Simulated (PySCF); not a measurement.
# C₅H₇NOSi: magnetic properties

Aim: compute the magnetic properties of C₅H₇NOSi (`C=C=C(CO)[SiH2]C#N`).

Programs: PySCF 2.14.0, with routines of our own; each step states its level. All values are computed. Atoms count from 0.

## Step 1: The system as given

15 atoms, charge 0, multiplicity 1; geometry from: GFN2-xTB.

## Step 2: Magnetic properties: GIAO CAM-B3LYP/pcSseg-1

Job settings and geometry (Å):

```
{"job": {"kind": "mag", "xc": "CAM-B3LYP", "basis": "pcSseg-1", "isotopologues": 2}, "charge": 0, "multiplicity": 1}
C     -1.198311     2.582691    -0.210489
C     -0.820805     1.346483    -0.132822
C     -0.413252     0.115722    -0.091422
C     -0.945700    -0.920987     0.870771
O     -0.063459    -2.016487     0.958825
Si     0.926119    -0.576555    -1.236306
C      2.413277    -0.805641    -0.121517
N      3.281665    -0.934986     0.615441
H     -2.017757     2.887728    -0.841123
H     -0.712866     3.361048     0.355861
H     -1.146430    -0.484749     1.857031
H     -1.883663    -1.330363     0.479921
H      0.690757    -1.779591     1.509477
H      0.586522    -1.873585    -1.810845
H      1.299487     0.437262    -2.224714
```

With the program's defaults for keys left out, this is: GIAO CAM-B3LYP/pcSseg-1 magnetisability, rotational g tensor and spin-rotation constants, non-relativistic, gas phase.

On the command line:

```bash
$ OMP_NUM_THREADS=1 python excited_run.py task.json out
```

One launch serves the whole session: the jobs run in the order shown.

The log of the run:

```text
coarse grid: 13544 points
cycle   1  E = -613.7591316774  dE =  1.113e+00  |g| = 7.300e-01  |ddm| = 3.833e+00
cycle   2  E = -613.6787332076  dE =  8.040e-02  |g| = 1.009e+00  |ddm| = 1.524e+00
cycle   3  E = -613.8683635323  dE = -1.896e-01  |g| = 1.497e-01  |ddm| = 9.118e-01
cycle   4  E = -613.8720765414  dE = -3.713e-03  |g| = 7.498e-02  |ddm| = 1.213e-01
cycle   5  E = -613.8731411020  dE = -1.065e-03  |g| = 1.567e-02  |ddm| = 5.578e-02
cycle   6  E = -613.8731945645  dE = -5.346e-05  |g| = 3.379e-03  |ddm| = 2.032e-02
cycle   7  E = -613.8731974375  dE = -2.873e-06  |g| = 1.200e-03  |ddm| = 4.611e-03
final grid: 127776 points
cycle   8  E = -613.9459232690  dE = -2.613e-05  |g| = 3.359e-03  |ddm| = 2.117e-02
cycle   9  E = -613.9459233730  dE = -1.041e-07  |g| = 3.400e-03  |ddm| = 8.143e-03
cycle  10  E = -613.9459260470  dE = -2.674e-06  |g| = 6.035e-04  |ddm| = 4.174e-03
cycle  11  E = -613.9459261214  dE = -7.433e-08  |g| = 1.277e-04  |ddm| = 5.442e-04
cycle  12  E = -613.9459261256  dE = -4.267e-09  |g| = 4.767e-05  |ddm| = 1.580e-04
cycle  13  E = -613.9459261260  dE = -3.962e-10  |g| = 2.173e-05  |ddm| = 4.497e-05
converged SCF energy = -613.9459261260

Magnetisability tensor (1e-30 J/T^2)
    -1211.04       44.29      -76.03
       44.29    -1131.52       36.68
      -76.03       36.68    -1149.41
isotropic -1163.99   principal values   -1283.79  -1112.05  -1096.13
isotropic susceptibility -70.097 1e-6 cm^3/mol

Inertial axes            a          b          c
rot. const./GHz      2.2886     1.1852     0.9698
chi total           -74.108    -66.798    -69.386
chi diamagnetic    -630.975  -1093.116  -1313.765
chi paramagnetic    556.867   1026.317   1244.379
quadrupole/D A       -4.079     -0.003      4.082
g nuclear            0.5722     0.5523     0.5514
g electronic        -0.5987    -0.5715    -0.5670
g total             -0.0265    -0.0191    -0.0156

Spin-rotation constants (kHz, H = +C I.J)
atom  isotope        aa         bb         cc
  7    14N        0.338      0.315      0.137
  8     1H        0.024     -0.135     -0.044
  9     1H       -0.242     -0.087      0.030
 10     1H       -0.216     -0.092      0.028
 11     1H       -0.193     -0.046     -0.019
 12     1H       -0.214     -0.124     -0.037
 13     1H       -0.168     -0.071     -0.004
 14     1H       -0.192      0.033     -0.089
  0    13C*       0.528      0.183      0.301
  1    13C*       0.960      0.556      0.461
  2    13C*       0.583      0.402      0.209
  3    13C*       0.380      0.277      0.240
  4    17O*      -0.265     -0.096     -0.084
  5   29Si*      -1.252     -0.642     -0.559
  6    13C*       0.576      0.556      0.212
* in the singly substituted isotopologue

Isotopologues: g along a, b, c
2H    at 8,9,10,11,12,1    -0.0238    -0.0177    -0.0141
13C   at 0                 -0.0265    -0.0187    -0.0153
```

Wall time 66 s (1 thread of Arm Neoverse N1, shared host); peak memory 0.97 GiB.

From this job:

```csv
quantity,value
magnetisability,-1164·10⁻³⁰ J/T²
molar susceptibility,-70.1·10⁻⁶ cm³/mol
"rotational g (a, b, c)","-0.0265, -0.0191, -0.0156"
```

## Step 3: Magnetic properties: GIAO KT1/6-31G*

Settings changed since step 2:

```diff
@@ -1,2 +1,2 @@
-{"job": {"kind": "mag", "xc": "CAM-B3LYP", "basis": "pcSseg-1", "isotopologues": 2}, "charge": 0, "multiplicity": 1}
+{"job": {"kind": "mag", "xc": "KT1", "basis": "6-31G*"}, "charge": 0, "multiplicity": 1}
 C     -1.198311     2.582691    -0.210489
```

Level: GIAO KT1/6-31G* magnetisability, rotational g tensor and spin-rotation constants, non-relativistic, gas phase.

The log of the run:

```text
coarse grid: 13544 points
cycle   1  E = -619.8503295303  dE =  9.325e-01  |g| = 7.127e-01  |ddm| = 4.150e+00
cycle   2  E = -619.5218759435  dE =  3.285e-01  |g| = 1.402e+00  |ddm| = 2.609e+00
cycle   3  E = -619.9353151008  dE = -4.134e-01  |g| = 3.467e-01  |ddm| = 2.020e+00
cycle   4  E = -619.9609510783  dE = -2.564e-02  |g| = 1.375e-01  |ddm| = 3.383e-01
cycle   5  E = -619.9649385456  dE = -3.987e-03  |g| = 3.983e-02  |ddm| = 1.592e-01
cycle   6  E = -619.9653122065  dE = -3.737e-04  |g| = 9.877e-03  |ddm| = 6.412e-02
cycle   7  E = -619.9653409003  dE = -2.869e-05  |g| = 4.111e-03  |ddm| = 1.821e-02
cycle   8  E = -619.9653450996  dE = -4.199e-06  |g| = 1.315e-03  |ddm| = 5.564e-03
final grid: 127776 points
cycle   9  E = -619.8169190623  dE = -1.059e-04  |g| = 1.285e-02  |ddm| = 5.580e-02
cycle  10  E = -619.8168497116  dE =  6.935e-05  |g| = 2.092e-02  |ddm| = 3.820e-02
cycle  11  E = -619.8169547194  dE = -1.050e-04  |g| = 5.143e-03  |ddm| = 2.607e-02
cycle  12  E = -619.8169613162  dE = -6.597e-06  |g| = 1.392e-03  |ddm| = 4.910e-03
cycle  13  E = -619.8169617569  dE = -4.406e-07  |g| = 3.266e-04  |ddm| = 1.308e-03
cycle  14  E = -619.8169617794  dE = -2.256e-08  |g| = 1.342e-04  |ddm| = 3.985e-04
cycle  15  E = -619.8169617839  dE = -4.473e-09  |g| = 3.291e-05  |ddm| = 1.932e-04
cycle  16  E = -619.8169617841  dE = -2.553e-10  |g| = 1.192e-05  |ddm| = 5.225e-05
converged SCF energy = -619.8169617841

Magnetisability tensor (1e-30 J/T^2)
    -1181.81       39.82      -72.19
       39.82    -1103.98       37.61
      -72.19       37.61    -1130.85
isotropic -1138.88   principal values   -1252.71  -1089.54  -1074.39
isotropic susceptibility -68.585 1e-6 cm^3/mol

Inertial axes            a          b          c
rot. const./GHz      2.2886     1.1852     0.9698
chi total           -72.111    -65.610    -68.033
chi diamagnetic    -628.330  -1090.295  -1310.294
chi paramagnetic    556.218   1024.684   1242.261
quadrupole/D A       -3.512      0.266      3.246
g nuclear            0.5722     0.5523     0.5514
g electronic        -0.5980    -0.5706    -0.5660
g total             -0.0258    -0.0182    -0.0146

Spin-rotation constants (kHz, H = +C I.J)
atom  isotope        aa         bb         cc
  7    14N        0.285      0.262      0.117
  8     1H        0.014     -0.141     -0.052
  9     1H       -0.255     -0.092      0.024
 10     1H       -0.221     -0.094      0.027
 11     1H       -0.196     -0.050     -0.020
 12     1H       -0.231     -0.135     -0.039
 13     1H       -0.170     -0.071     -0.005
 14     1H       -0.193      0.033     -0.090
  0    13C*       0.455      0.155      0.245
  1    13C*       0.813      0.462      0.372
  2    13C*       0.509      0.325      0.186
  3    13C*       0.342      0.247      0.212
  4    17O*      -0.291     -0.107     -0.091
  5   29Si*      -1.106     -0.567     -0.494
  6    13C*       0.469      0.444      0.174
* in the singly substituted isotopologue
```

It took 46 s on 1 thread of Arm Neoverse N1, shared host; peak memory 0.55 GiB.

From this job:

```csv
quantity,value
magnetisability,-1139·10⁻³⁰ J/T²
molar susceptibility,-68.6·10⁻⁶ cm³/mol
"rotational g (a, b, c)","-0.0258, -0.0182, -0.0146"
```

## Step 4: The levels compared

```csv
level,ξ (10⁻³⁰ J/T²),g(a),g(b),gap (eV),functions,time
GIAO CAM-B3LYP/pcSseg-1,-1164,-0.0265,-0.0191,9.51,178,66 s
GIAO KT1/6-31G*,-1139,-0.0258,-0.0182,4.89,130,46 s
```

## Step 5: Outcome

| quantity | value |
| --- | --- |
| magnetisability (step 2, GIAO CAM-B3LYP/pcSseg-1) | -1164·10⁻³⁰ J/T² |
| molar susceptibility (step 2, GIAO CAM-B3LYP/pcSseg-1) | -70.1·10⁻⁶ cm³/mol |
| rotational g (a, b, c) (step 2, GIAO CAM-B3LYP/pcSseg-1) | -0.0265, -0.0191, -0.0156 |
| magnetisability over the levels | -1164 to -1139·10⁻³⁰ J/T² |

**Reading.** The magnetisability spreads by 2.2 % over 2 levels, from GIAO CAM-B3LYP/pcSseg-1 (66 s) to GIAO KT1/6-31G* (46 s); the runs took 46 s to 66 s. Two levels can agree by chance, so this spread shows no convergence. Vibrational averaging and real surroundings are missing from these values.
